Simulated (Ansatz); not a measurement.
# Cu (Fm-3m): all-electron equation of state in Python

Aim: an all-electron equation of state, for Cu (Fm-3m), run from a script.

All numbers are computed with Ansatz 0.2.0, driven from Python. Level of theory: DFT PBE, all-electron LAPW.

### 1 The structure

It takes space group Fm-3m (No. 225, cubic). The conventional cell has a = 3.615 Å, b = 3.615 Å, c = 3.615 Å, α = 90.00°, β = 90.00°, γ = 90.00°. Cu (site symmetry m-3m) has 12 Cu at 2.56 Å in its first shell of neighbours.

The script holds or builds the structure itself.

### 2 Script

eos_lapw_cu.py

```python
# -*- coding: utf-8 -*-
'''All-electron equation of state of Cu.'''

import warnings

import ansatz as az
from ase.eos import EquationOfState
from ase.units import GPa
import numpy as np

XC = 'pbe'
SIGMA = 0.15
MESH = (16, 16, 16)

vectors0 = np.array([
    [0.0, 1.8075, 1.8075],
    [1.8075, 0.0, 1.8075],
    [1.8075, 1.8075, 0.0],
])
sites = [
    ('Cu', [0.0, 0.0, 0.0]),
]


def make_crystal(cell):
    crystal = az.Crystal(lattice=az.Lattice.of(cell))
    for symbol, position in sites:
        crystal = crystal.atom(symbol, position)
    return crystal


def main():
    warnings.simplefilter('ignore', az.DeckWarning)

    volumes, energies = [], []
    for scale in np.linspace(0.94, 1.06, 7):
        cell = vectors0 * scale ** (1 / 3)
        calculation = (
            make_crystal(cell).calculation()
            .functional(XC)
            .occupations(az.OccupationsMethod.FERMI_DIRAC, width=SIGMA)
            .kpoints(*MESH)
            .pseudopotentials('all_electron', lapw=True)
        )
        rep = calculation.run().report
        volumes.append(abs(np.linalg.det(cell)) / len(sites))
        energies.append(rep['free_energy_ev'] / len(sites))
        print(f'{scale:.3f} {volumes[-1]:9.4f} A^3/atom {energies[-1]:16.5f} eV/atom  (estimated basis error {1000 * rep["lapw_basis_errors"]["total_ev_per_atom"]:.2f} meV/atom)')
    v0, e0, bulk = EquationOfState(volumes, energies, eos='birchmurnaghan').fit()
    print(f'V0 = {v0:.4f} A^3/atom, B0 = {bulk / GPa:.1f} GPa')


if __name__ == '__main__':
    main()
```

### 3 What the engine is handed

The package turns the script's settings into the engine's input (first run):

```yaml
crystal:
  lattice:
    - [0.0, 1.7706018915033774, 1.7706018915033774]
    - [1.7706018915033774, 0.0, 1.7706018915033774]
    - [1.7706018915033774, 1.7706018915033774, 0.0]
  atoms:
    - { symbol: Cu, position: [0.0, 0.0, 0.0] }
kpoints:
  mp_grid:
    grid: [16, 16, 16]
hamiltonian:
  xc: pbe
  pseudopotentials:
    kind: all_electron
    lapw: {}
scf:
  occupations:
    method: fermi_dirac
    width: 0.15
```

### 4 Launch

Run with:

```console
$ python eos_lapw_cu.py
```

Standard output:

```text
0.940   11.1018 A^3/atom     -45034.27263 eV/atom  (estimated basis error 0.05 meV/atom)
0.960   11.3380 A^3/atom     -45034.28827 eV/atom  (estimated basis error 0.05 meV/atom)
0.980   11.5742 A^3/atom     -45034.29829 eV/atom  (estimated basis error 0.05 meV/atom)
1.000   11.8104 A^3/atom     -45034.30332 eV/atom  (estimated basis error 0.05 meV/atom)
1.020   12.0466 A^3/atom     -45034.30393 eV/atom  (estimated basis error 0.05 meV/atom)
1.040   12.2828 A^3/atom     -45034.30060 eV/atom  (estimated basis error 0.04 meV/atom)
1.060   12.5190 A^3/atom     -45034.29378 eV/atom  (estimated basis error 0.04 meV/atom)
V0 = 11.9618 A^3/atom, B0 = 140.9 GPa
```

Run time: 79 s. Hardware: 1 thread of AMD EPYC 7R43 (Zen 3), shared host; peak memory 0.44 GiB.

### 5 Inputs of later runs

The engine's inputs for some of the other runs:

Run 2, against run 1:

```diff
@@ -3,3 +3,3 @@
-    - [0.0, 1.7706018915033774, 1.7706018915033774]
-    - [1.7706018915033774, 0.0, 1.7706018915033774]
-    - [1.7706018915033774, 1.7706018915033774, 0.0]
+    - [0.0, 1.78307132974093, 1.78307132974093]
+    - [1.78307132974093, 0.0, 1.78307132974093]
+    - [1.78307132974093, 1.78307132974093, 0.0]
```

Run 3, against run 1:

```diff
@@ -3,3 +3,3 @@
-    - [0.0, 1.7706018915033774, 1.7706018915033774]
-    - [1.7706018915033774, 0.0, 1.7706018915033774]
-    - [1.7706018915033774, 1.7706018915033774, 0.0]
+    - [0.0, 1.7953687619955283, 1.7953687619955283]
+    - [1.7953687619955283, 0.0, 1.7953687619955283]
+    - [1.7953687619955283, 1.7953687619955283, 0.0]
```

Run 4, against run 1:

```diff
@@ -3,3 +3,3 @@
-    - [0.0, 1.7706018915033774, 1.7706018915033774]
-    - [1.7706018915033774, 0.0, 1.7706018915033774]
-    - [1.7706018915033774, 1.7706018915033774, 0.0]
+    - [0.0, 1.8075, 1.8075]
+    - [1.8075, 0.0, 1.8075]
+    - [1.8075, 1.8075, 0.0]
```

### 6 What each run gave

From the records of these 7 runs:

```tsv
run	volume (Å³/atom)	energy from run 5 (meV/atom)	SCF cycles	CPU time (s)
1	11.102	31.29	7	11
2	11.338	15.65	7	11
3	11.574	5.64	7	10
4	11.810	0.60	7	11
5	12.047	0.00	7	11
6	12.283	3.33	7	11
7	12.519	10.14	7	11
```

Energies are free energies F = E - TS of the smeared occupations. 

### 7 What came out

| quantity | value |
| --- | --- |
| runs compared | 7 |
| range of energy | 31.29 meV/atom |
| lowest point, volume (Å³/atom) | 12.047 |
| equilibrium volume (fit) | 11.96 Å³/atom |
| bulk modulus (fit) | 141 GPa |

In words: A third-order Birch-Murnaghan fit through the 7 points has its minimum at 11.96 Å³ an atom, 1.3 % above the typed cell, with a bulk modulus of 141 GPa and dB/dP = 5.0. From that minimum the energy rises by 31.6 meV an atom on the compressed side and 10.4 meV on the expanded side. All-electron totals depend on functional, relativistic treatment and basis; only differences at equal settings carry meaning. A Fermi-Dirac width this large means warm electrons, whose thermal share enters the free energy.
